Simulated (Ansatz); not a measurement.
# Ir: the cost of one run

Computed with Ansatz 0.2.0 (DFT PBEsol, scalar-relativistic, plane waves, PAW, unless a step's input says otherwise).

## 1. Starting point

The structure is hexagonal, space group P6_3/mmc (No. 194). Conventional cell: a = 3.441 Å, b = 3.441 Å, c = 5.678 Å, α = 90.00°, β = 90.00°, γ = 120.00°. Ir (site symmetry 3m) has 4 Ir at 2.11 to 2.13 Å as nearest neighbours.

As a file:

```
Ir
1.0
     3.44128    0.00000    0.00000
    -1.72064    2.98024    0.00000
     0.00000    0.00000    5.67812
Ir
4
Direct
  0.33333 0.66667 0.43750
  0.66667 0.33333 0.93750
  0.66667 0.33333 0.56250
  0.33333 0.66667 0.06250
```

This is candidate A: lonsdaleite type (P6_3/mmc, No. 194).

(A quick probe on a coarse mesh, which set the mesh and smearing, is not shown.)

## 3. Rough relaxation on the coarse mesh (candidate A)

The input, input.yaml:

```yaml
crystal:
  lattice:
    - [3.441281868, 0.0, 0.0]
    - [-1.720640934, 2.9802375193, 0.0]
    - [0.0, 0.0, 5.6781150822]
  atoms:
    - { symbol: Ir, position: [0.3333333333, 0.6666666667, 0.4375] }
    - { symbol: Ir, position: [0.6666666667, 0.3333333333, 0.9375] }
    - { symbol: Ir, position: [0.6666666667, 0.3333333333, 0.5625] }
    - { symbol: Ir, position: [0.3333333333, 0.6666666667, 0.0625] }
basis:
  ecutwfc: 420
kpoints:
  mp_grid: { grid: [6, 6, 4] }
hamiltonian:
  xc: pbesol
scf:
  occupations: { method: gaussian, width: 0.1 }
  lower_state_search: "off"
output:
  forces: true
  stress: true
  eigenvalues: true
relax:
  adjacent_minimum: "off"
  f_tol: 0.04
  max_steps: 70
  cell: { stress_tol: 0.4 }
```

Q: Estimate wall time and peak memory on 1 thread of an x86-64 CPU, shared host.

About 18 s, with a peak of 0.42 GiB.
